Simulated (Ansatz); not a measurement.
# Thallium, dhcp under LDA: ground state and equation of state

The plan for thallium in the dhcp structure: relax it, solve it on a dense k-mesh, then scale the cell to 7 volumes from 88 to 112 % of the relaxed one and try a fit of the equation of state. Spin polarisation is left out. The k-meshes are 11×11×3 for the relaxation; 14×14×4 for the dense run; 12×12×4 for the volumes.

Computed with Ansatz 0.2.0 (DFT LDA (PW92), plane waves (420 eV) with PAW, scalar-relativistic; the PAW data stem from PBE, with regenerated cores, unless a step says otherwise).

## (1) Starting point

The structure is hexagonal, space group P6_3/mmc (No. 194). The conventional cell has a = 3.410 Å, b = 3.410 Å, c = 11.137 Å, α = 90.00°, β = 90.00°, γ = 120.00°. Tl (site symmetry -3m) is surrounded by 12 Tl at 3.41 Å. Tl (site symmetry -6m2) has 12 Tl at 3.41 Å as nearest neighbours.

Structure file:

```cif
data_structure
_symmetry_space_group_name_H-M 'P 1'
_symmetry_Int_Tables_number 1
_cell_length_a 3.4100
_cell_length_b 3.4100
_cell_length_c 11.1369
_cell_angle_alpha 90.000
_cell_angle_beta 90.000
_cell_angle_gamma 120.000
_cell_volume 112.15
loop_
_atom_site_label
_atom_site_type_symbol
_atom_site_fract_x
_atom_site_fract_y
_atom_site_fract_z
_atom_site_occupancy
Tl1 Tl 0.00000 0.00000 0.00000 1
Tl2 Tl 0.00000 0.00000 0.50000 1
Tl3 Tl 0.33333 0.66667 0.25000 1
Tl4 Tl 0.66667 0.33333 0.75000 1
```

## (2) Relaxing cell and atoms

Input file input.yaml:

```yaml
crystal:
  lattice:
    - [3.4099606388, 0.0, 0.0]
    - [-1.7049803194, 2.9531125391, 0.0]
    - [0.0, 0.0, 11.1369314463]
  atoms:
    - { symbol: Tl, position: [0.0, 0.0, 0.0] }
    - { symbol: Tl, position: [0.0, 0.0, 0.5] }
    - { symbol: Tl, position: [0.3333333333, 0.6666666667, 0.25] }
    - { symbol: Tl, position: [0.6666666667, 0.3333333333, 0.75] }
hamiltonian:
  xc: lda
  pseudopotentials:
    kind: paw
    azcp:
      Tl: "pseudopotentials/Tl.paw.azcp"
basis:
  ecutwfc: 420
  fft_grid_basis: typed
kpoints:
  mp_grid: { grid: [11, 11, 3], shift: [0, 0, 0] }
magnetization:
  spin_polarized: false
scf:
  occupations: { method: fermi_dirac, width: 0.1 }
relax:
  max_steps: 60
  f_tol: 0.01
  cell: {}
```

Further steps of the session: Single point on a dense mesh; Equation of state: 88 %; Equation of state: 92 %; Equation of state: 96 %; Equation of state: 100 %; Equation of state: 104 %; Equation of state: 108 %; Equation of state: 112 %.

**Question.** What will these runs give? Wanted: space group; conventional cell; volume; shortest distance; gap on the mesh; relative to hcp; V₀, B₀, B₀′.

**Answer**, as computed:

| quantity | value |
| --- | --- |
| space group (spins left aside) | P6_3/mmc (No. 194) |
| conventional cell | a = 3.378 Å, c = 10.977 Å (c/a = 3.249) |
| volume | 27.125 Å³/atom |
| shortest distance | 3.367 Å |
| gap on the mesh | none (levels filled in part) |
| relative to hcp | +13 meV/atom |
| V₀, B₀, B₀′ | 27.070 Å³/atom, 44 GPa, 5.5 |

What this shows: From the guessed start the volume shrank by 3.3 % in 4 steps. Against the reference form of thallium (hcp, computed apart with the same settings) it stands 13 meV/atom higher. Levels at the Fermi energy are filled in part, as in a metal. The fitted modulus is 44 GPa; letting shape and positions relax at each volume could only lower it. Relaxation kept the symmetry; phonons were not checked.
